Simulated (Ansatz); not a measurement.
# YbGaSn3: the cost of one run

Program: Ansatz 0.2.0. Level of theory: DFT PBE, scalar-relativistic, plane waves, PAW. These are calculated values, not measurements.

2 further runs of the same task are left out: 1 that didn't finish, 1 set aside as unsound or not needed.

**1. The system as given**

Symmetry: Pm-3m, No. 221, cubic system. Conventional cell: a = 5.131 Å, b = 5.131 Å, c = 5.131 Å, α = 90.00°, β = 90.00°, γ = 90.00°. Yb (site symmetry m-3m) is surrounded by 12 Sn at 3.63 Å. Ga (site symmetry m-3m) is surrounded by 6 Sn at 2.57 Å. Sn (site symmetry 4/mmm) is surrounded by 2 Ga at 2.57 Å.

Coordinates:

```
Yb Ga Sn
1.0
     5.13143    0.00000    0.00000
     0.00000    5.13143    0.00000
     0.00000    0.00000    5.13143
Yb Ga Sn
1 1 3
Direct
  0.00000 0.00000 0.00000
  0.50000 0.50000 0.50000
  0.00000 0.50000 0.50000
  0.50000 0.00000 0.50000
  0.50000 0.50000 0.00000
```

The cell is invented: species swapped into a database cell of Sc3InB (Pm-3m, No. 221), with Sn on the Sc sites, Yb on the In sites and Ga on the B sites. Its size is a rough estimate.

**2. A first look at the guess**

Input file input.yaml:

```yaml
crystal:
  lattice:
    - [5.13143358, 0.0, 0.0]
    - [0.0, 5.13143358, 0.0]
    - [0.0, 0.0, 5.13143358]
  atoms:
    - { symbol: Yb, position: [0.0, 0.0, 0.0] }
    - { symbol: Ga, position: [0.5, 0.5, 0.5] }
    - { symbol: Sn, position: [0.0, 0.5, 0.5] }
    - { symbol: Sn, position: [0.5, 0.0, 0.5] }
    - { symbol: Sn, position: [0.5, 0.5, 0.0] }
basis:
  ecutwfc: 420
kpoints:
  mp_grid: { grid: [4, 4, 4] }
hamiltonian:
  xc: pbe
scf:
  occupations: { method: gaussian, width: 0.1 }
  lower_state_search: "off"
output:
  forces: true
  stress: true
  eigenvalues: true
```

The run is started by

```bash
ansatz run input.yaml --threads 1 --pin off --max-ram 2048MiB --backend cpu --events-out ev --progress --plain --runs-dir out
```

Q: Estimate wall time and peak memory on 1 thread of Arm Neoverse V1, shared host.

About 5.3 s, with a peak of 0.41 GiB.
